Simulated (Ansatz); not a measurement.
# Cu+ with CH₄O: structure and interaction energy

Aim: relax the pair, then compute its interaction energy with counterpoise at many levels, up to CCSD(T).

Program: Ansatz 0.2.0, Gaussian basis. Level of theory: PBE0-D4 structure, single points in def2-TZVPPD. These are calculated values, not measurements.

Levels: PBE-D4, revPBE-D4, BLYP-D4, r2SCAN-D4, B97M-V, PBE0-D4, B3LYP-D4, HSE06-D4, wB97X-V, wB97M-V, B2PLYP, Hartree-Fock, MP2, CCSD, CCSD(T). The reference is CCSD(T) extrapolated to the basis limit. For elements past Ar these valence bases correlate outer-core shells poorly and lack relativity, so that limit is rough.

Correlated methods freeze the cores. The 3s and 3p shells of Cu and Zn are frozen; filled d shells are correlated. B3LYP uses VWN-RPA correlation. B2PLYP carries no dispersion term here.

163 further runs of the same task are left out: 163 set aside as unsound or not needed. Runs told in other sessions of the task aren't counted.

## Step 1: The system as given

The pair, from a GFN2-xTB docking trial: 7 atoms, charge 1, spin multiplicity 1.

Atoms are counted from 1 here; the program's logs count them from 0.

Bond lengths: Cu1–O3 1.965 Å, C2–O3 1.445 Å, C2–H4 1.088 Å, C2–H5 1.090 Å, C2–H6 1.091 Å, O3–H7 0.969 Å. Angles: O3–C2–H4 107.3°, O3–C2–H5 109.3°, O3–C2–H6 111.1°, H4–C2–H5 109.2°, H4–C2–H6 110.0°, H5–C2–H6 109.9°, Cu1–O3–C2 121.8°, Cu1–O3–H7 120.0°, C2–O3–H7 107.8°.

As a file:

```tsv
atom	x (Å)	y (Å)	z (Å)
Cu1	0.7030	-0.9200	-2.0884
C2	-0.4451	0.3475	0.3655
O3	0.7279	-0.2332	-0.2470
H4	-0.9242	0.9754	-0.3826
H5	-0.1415	0.9659	1.2100
H6	-1.1371	-0.4262	0.7021
H7	1.2170	-0.7094	0.4405
```

Atoms 1 to 1 are fragment A (Cu+), the rest fragment B (CH₄O).

## Step 2: A first relaxation in a small basis

File pre/in.yaml:

```yaml
crystal:
  periodic: [false, false, false]
  atoms:
    - {symbol: Cu, position_ang: [0.703000, -0.920000, -2.088400]}
    - {symbol: C, position_ang: [-0.445100, 0.347500, 0.365500]}
    - {symbol: O, position_ang: [0.727900, -0.233200, -0.247000]}
    - {symbol: H, position_ang: [-0.924200, 0.975400, -0.382600]}
    - {symbol: H, position_ang: [-0.141500, 0.965900, 1.210000]}
    - {symbol: H, position_ang: [-1.137100, -0.426200, 0.702100]}
    - {symbol: H, position_ang: [1.217000, -0.709400, 0.440500]}
basis:
  gaussian: {orbitals: def2-SVP}
total_charge: 1
hamiltonian: {xc: pbe, dispersion: d4}
relax: {f_tol: 0.03, max_steps: 250}
```

Run with:

```console
ansatz run in.yaml --threads 4 --pin off --events-out ev --progress --plain --max-ram 9574MiB
```

The runs that follow: Relaxation at PBE0-D4; wB97X-V/def2-TZVPPD; wB97M-V/def2-TZVPPD; B2PLYP/def2-TZVPPD; B97M-V/def2-TZVPPD; CCSD(T)/def2-TZVPPD; MP2/def2-QZVPPD; Hartree-Fock/STO-3G; SPW92/def2-SVP; wB97M-V/def2-SVP; CCSD(T)/def2-SVP; Vibrations of the pair.

**Question.** What will these runs give? Wanted: interaction energy, CCSD(T)/CBS; of it Hartree-Fock; D4 term of PBE0-D4; shortest contact; lowest wavenumber.

The runs gave:

```
                        quantity          value
 interaction energy, CCSD(T)/CBS      -1915 meV
of it Hartree-Fock (basis limit)      -1448 meV
              D4 term of PBE0-D4        -33 meV
                shortest contact  Cu1–O3 1.93 Å
               lowest wavenumber        72 cm⁻¹
```

**Reading.** The pair is bound by 1915 meV at fixed fragment shapes. Hartree-Fock gives 76 % of it, so electrostatics, induction and charge transfer lead. Among the functionals wB97M-V lands nearest to CCSD(T)/CBS (-32 meV) and r2SCAN-D4 farthest (-301 meV). B2PLYP is as near within the digits shown. Mean unsigned error by rung: GGA 202, meta-GGA 272, hybrid 108, screened hybrid 71, range-separated hybrid 40, double hybrid 32 meV. The double hybrids carry no dispersion term here, unlike the levels marked D4 or V. PBE-D4 gives an interaction energy 256 meV too low, an error of 13 % of the reference. CCSD(T) moves by -143 meV from triple zeta to the limit; gaps between functionals far smaller than that don't rank them. A lower arrangement may exist.
